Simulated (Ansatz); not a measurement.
# CH₄GeS₂: one species, many methods

The task here is to estimate one member of a computed series from the others.

The runs use Ansatz 0.2.0, Gaussian basis; functionals in def2-TZVPP, the program's frozen cores in correlated methods.

Levels to be run: PBE-D4, r2SCAN-D4, PBE0-D4, B3LYP-D4, ωB97X-V, ωB97M-V, B2PLYP; CCSD(T)/def2-TZVPP; CCSD(T)/def2-QZVPP; extrapolation to the limit.

### The geometry

The geometry comes from an earlier relaxation with PBE0-D4 in a triple-zeta def2 set; it is a stationary point, not always the lowest conformer.

SMILES `C[S][Ge][SH]`, 8 atoms, charge 0, spin multiplicity 1.

Atoms are counted from 1 here; the program's logs count them from 0.

Bond lengths: C1–S2 1.814 Å, C1–H5 1.089 Å, C1–H6 1.091 Å, C1–H7 1.089 Å, S2–Ge3 2.216 Å, Ge3–S4 2.244 Å, S4–H8 1.345 Å. Angles: S2–C1–H5 109.1°, S2–C1–H6 111.1°, S2–C1–H7 109.1°, H5–C1–H6 109.1°, H5–C1–H7 109.4°, H6–C1–H7 109.1°, C1–S2–Ge3 101.2°, S2–Ge3–S4 97.0°, Ge3–S4–H8 98.7°.

Set-up of the first run:

Contents of in.yaml:

```yaml
crystal:
  periodic: [false, false, false]
  atoms:
    - {symbol: C, position_ang: [-0.849506, -1.043067, 0.902585]}
    - {symbol: S, position_ang: [-0.290974, -0.173698, -0.588211]}
    - {symbol: Ge, position_ang: [1.234822, 1.194099, 0.255643]}
    - {symbol: S, position_ang: [1.817198, 2.178864, -1.674345]}
    - {symbol: H, position_ang: [-0.669618, -2.110535, 0.780617]}
    - {symbol: H, position_ang: [-0.315662, -0.689975, 1.786485]}
    - {symbol: H, position_ang: [-1.916402, -0.869288, 1.037676]}
    - {symbol: H, position_ang: [0.990153, 1.513600, -2.500449]}
basis:
  gaussian: {orbitals: def2-TZVPP}
hamiltonian: {xc: pbe, dispersion: d4}
output: {forces: true, orbitals: {seedname: orbitals}}
```

On the command line:

```sh
ansatz run in.yaml --threads 2 --pin off --events-out ev --progress --plain --max-ram 22528MiB --backend cpu
```

Among the steps run: PBE-D4 (GGA); r2SCAN-D4 (meta-GGA); PBE0-D4 (hybrid); B3LYP-D4 (hybrid); ωB97X-V (range-separated); ωB97M-V (range-separated); B2PLYP (double hybrid); CCSD(T) in def2-TZVPP; CCSD(T) in def2-QZVPP.

One of the session's tables, all rows but one given; the rest of the session is left out.

It belongs to the step «Atomisation energies». 

| method | atomisation energy (kJ/mol) |
| --- | --- |
| PBE-D4 | 2688.7 |
| r2SCAN-D4 | 2643.7 |
| PBE0-D4 | 2633.4 |
| B3LYP-D4 | 2619.6 |
| ωB97X-V | 2633.8 |
| ωB97M-V | 2631.8 |
| B2PLYP | 2579.2 |
| HF/def2-TZVPP | 1835.9 |
| MP2/def2-TZVPP | 2571.4 |
| CCSD/def2-TZVPP | 2488.4 |
| CCSD(T)/def2-TZVPP | 2542.2 |
| MP2/CBS | ? |
| CCSD(T)/CBS | 2627.4 |

**Question.** Estimate the row for MP2/CBS.

As computed: atomisation energy (kJ/mol): 2656.6. In the column «atomisation energy (kJ/mol)» it lies between r2SCAN-D4 (2643.7) and PBE-D4 (2688.7).
